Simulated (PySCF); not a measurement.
**A diatomic session: TiF**

What are the lowest state that PBE0 finds, the bond length, vibrational wavenumber and bond energy of TiF, and how much do these hang on the method?

The runs use PySCF 2.14.0; Ti def2-TZVPPD, F def2-TZVPPD, no relativity.

### Step 1. Input

Settings of the job:

```yaml
atoms: Ti, F
charge: 0
basis: Ti def2-TZVPPD, F def2-TZVPPD
Hamiltonian: no relativity
basis_functions: 107
electrons_treated: 31
masses_in_u: 47.9479, 18.9984
levels: PBE0, PBE, r²SCAN, B2PLYP, BHandHLYP, r²SCAN0, M06-L, PW91, ωB97X-V, HF, MP2, SCS-MP2, CCSD, CCSD(T)
grid: 80 radial by 434 angular points
occupations: held fixed by the projection of orbital angular momentum
dissociation_limit: Ti + F, each in its ground configuration
starting_distance_in_angstrom: 1.880
values_of_2S_to_try: 1, 3, 5
```

Launch:

```
OMP_NUM_THREADS=2 python dia.py task.json out
```

After this run come: First curve: PBE0; Other states along the same grid; PBE; r²SCAN (meta-GGA); B2PLYP; BHandHLYP (global hybrid GGA); r²SCAN0 (hybrid meta-GGA); M06-L (meta-GGA); PW91 (GGA); ωB97X-V (range-separated hybrid); UHF (mean field); MP2 and coupled cluster.

What does the calculation give? Wanted: for each run, Re; ωe; De; μ.

The runs gave:

Lowest PBE0 solution found, without spin–orbit coupling: ⁴Σ⁻ (quartet), unpaired electrons σ ↑, δ ↑↑. State 2 has its PBE0 minimum 0.01 eV higher. State 3 has its PBE0 minimum 0.04 eV higher. State 4 has its PBE0 minimum 0.49 eV higher, as a spin-mixed determinant (⟨S²⟩ = 1.19), so this is no gap between pure states. The other levels ran on the lowest alone.

| level | Re (Å) | ωe (cm⁻¹) | De (eV) | μ (D) |
| --- | --- | --- | --- | --- |
| UHF | 1.823 | 679 | 3.81 | -2.59 |
| UHF-MP2 | 1.783 | 702 | 5.90 | n/a |
| UHF-SCS-MP2 | 1.797 | 690 | 5.36 | n/a |
| UHF-CCSD | 1.794 | 701 | 5.35 | n/a |
| UHF-CCSD(T) | 1.790 | 702 | 5.52 | n/a |
| PBE | 1.775 | 697 | 6.67 | -3.00 |
| PW91 | 1.773 | 699 | 6.73 | -3.04 |
| r²SCAN | 1.774 | 704 | 6.42 | -3.37 |
| M06-L | 1.784 | 695 | 6.00 | -3.57 |
| PBE0 | 1.774 | 707 | 6.00 | -3.11 |
| r²SCAN0 | 1.775 | 709 | 5.79 | -3.44 |
| BHandHLYP | 1.789 | 705 | 5.07 | -3.17 |
| ωB97X-V | 1.788 | 694 | 5.87 | -3.05 |
| B2PLYP | 1.784 | 702 | 5.69 | -3.02 |

De is counted to Ti + F in their ground configurations. A positive dipole means Ti(−)F(+).

Differences from CCSD(T) in the same basis:

| level | Re (mÅ) | ωe (%) |
| --- | --- | --- |
| UHF | +33 | -3.3 |
| UHF-MP2 | -7 | 0.0 |
| UHF-SCS-MP2 | +6 | -1.8 |
| UHF-CCSD | +3 | -0.2 |
| PBE | -16 | -0.8 |
| PW91 | -17 | -0.4 |
| r²SCAN | -16 | +0.2 |
| M06-L | -6 | -1.1 |
| PBE0 | -16 | +0.7 |
| r²SCAN0 | -15 | +1.0 |
| BHandHLYP | -1 | +0.3 |
| ωB97X-V | -3 | -1.2 |
| B2PLYP | -6 | 0.0 |

Judged by CCSD(T) in the same basis: best bond length BHandHLYP (-1 mÅ), worst UHF (+33 mÅ); best wavenumber UHF-MP2 and B2PLYP (0.0 %), worst UHF (-3.3 %). Of the levels with a De here, UHF gives the least (3.81 eV) and PW91 the most (6.73 eV).

Correlated steps freeze 6 core orbitals. B2PLYP dipoles, levels and charges come from its SCF part alone. The state is the lowest single determinant that the PBE0 search found; with open d or f shells the true ground state can be another one.
